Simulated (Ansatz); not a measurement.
Task: a geometry optimisation of CH4SeSi, SMILES C1[SiH2][Se]1, with Ansatz 0.2.0 through its Python package. Give the script and its output. Use: r2SCAN, def2-SVP basis, multiplicity 1, D4 dispersion.

```yaml
atoms:
  - { symbol: C, position_ang: [-0.6276, -0.5035, -0.3807] }
  - { symbol: Si, position_ang: [0.6935, 0.3124, 0.5264] }
  - { symbol: Se, position_ang: [-0.4174, 1.1943, -1.3621] }
  - { symbol: H, position_ang: [-0.3080, -1.3499, -0.9712] }
  - { symbol: H, position_ang: [-1.6327, -0.4910, 0.1476] }
  - { symbol: H, position_ang: [0.2995, 0.9962, 1.7756] }
  - { symbol: H, position_ang: [2.0540, -0.2265, 0.2187] }
```

Script `opt.py`:
```python
"""Minimum-energy structure of CH4SeSi."""

import itertools
import warnings

import ansatz as az
from ase.data import atomic_numbers, covalent_radii
import numpy as np

params = {
    "basis_set": "def2-SVP",
    "xc": "r2SCAN",
    "dispersion": "d4",
}

warnings.simplefilter("ignore", az.DeckWarning)

mol = (
    az.Crystal.molecule()
    .atom("C", (-0.6276, -0.5035, -0.3807))
    .atom("Si", (0.6935, 0.3124, 0.5264))
    .atom("Se", (-0.4174, 1.1943, -1.3621))
    .atom("H", (-0.308, -1.3499, -0.9712))
    .atom("H", (-1.6327, -0.491, 0.1476))
    .atom("H", (0.2995, 0.9962, 1.7756))
    .atom("H", (2.054, -0.2265, 0.2187))
)

job = mol.calculation()
job = job.basis(gaussian=params["basis_set"])
job = job.functional(params["xc"], dispersion=params["dispersion"])
symbols = [site.symbol for site in mol.cartesian_sites]
start = np.array([site.position_ang for site in mol.cartesian_sites], dtype=float)
rep = job.relax(force_tolerance=0.005).run(threads=1).report
end = np.array(rep["positions_ang"])

print(f"E = {rep['free_energy_ev']:.6f} eV = {rep['free_energy_ev'] / 27.211386246:.7f} Ha")
print("converged:", rep["converged"], " doubts:", rep["published_state_doubts"] or "none")

# pairs closer than 1.2 times the sum of covalent radii, before or after
radius = [covalent_radii[atomic_numbers[s]] for s in symbols]
span = lambda where, i, j: np.linalg.norm(where[i] - where[j])
bonded = [(i, j) for i, j in itertools.combinations(range(len(symbols)), 2) if min(span(start, i, j), span(end, i, j)) < 1.2 * (radius[i] + radius[j])]
print("pair        before    after (A)")
for i, j in bonded:
    print(f"{symbols[i]}{i}-{symbols[j]}{j}".ljust(10), f"{span(start, i, j):8.4f} {span(end, i, j):8.4f}")

charges = rep["charge_distribution"]
print("dipole moment", round(4.803205 * float(np.linalg.norm(charges["dipole_moment_e_ang"])), 3), "D")
print("Mulliken:", [(s, round(q, 3)) for s, q in zip(symbols, charges["mulliken_charges_e"])])
```

`python opt.py` gives:
```text
E = -74316.510366 eV = -2731.0813824 Ha
converged: True  doubts: none
pair        before    after (A)
C0-Si1       1.7983   1.8523
C0-Se2       1.9723   2.0345
C0-H3        1.0804   1.0966
C0-H4        1.1356   1.0966
Si1-Se2      2.3618   2.2386
Si1-H5       1.4776   1.4861
Si1-H6       1.4953   1.4861
dipole moment 1.717 D
Mulliken: [('C', -0.31), ('Si', 0.403), ('Se', -0.224), ('H', 0.116), ('H', 0.116), ('H', -0.05), ('H', -0.05)]
```

What to keep in mind:
- The settings weren't tested for convergence.
- The end point is the stationary point reached from this start; no frequency run checks that it is a minimum, and the basis set is modest.
- Run time: 33 s on 1 thread of Arm Neoverse V1, on a shared host, peak memory 0.21 GiB.
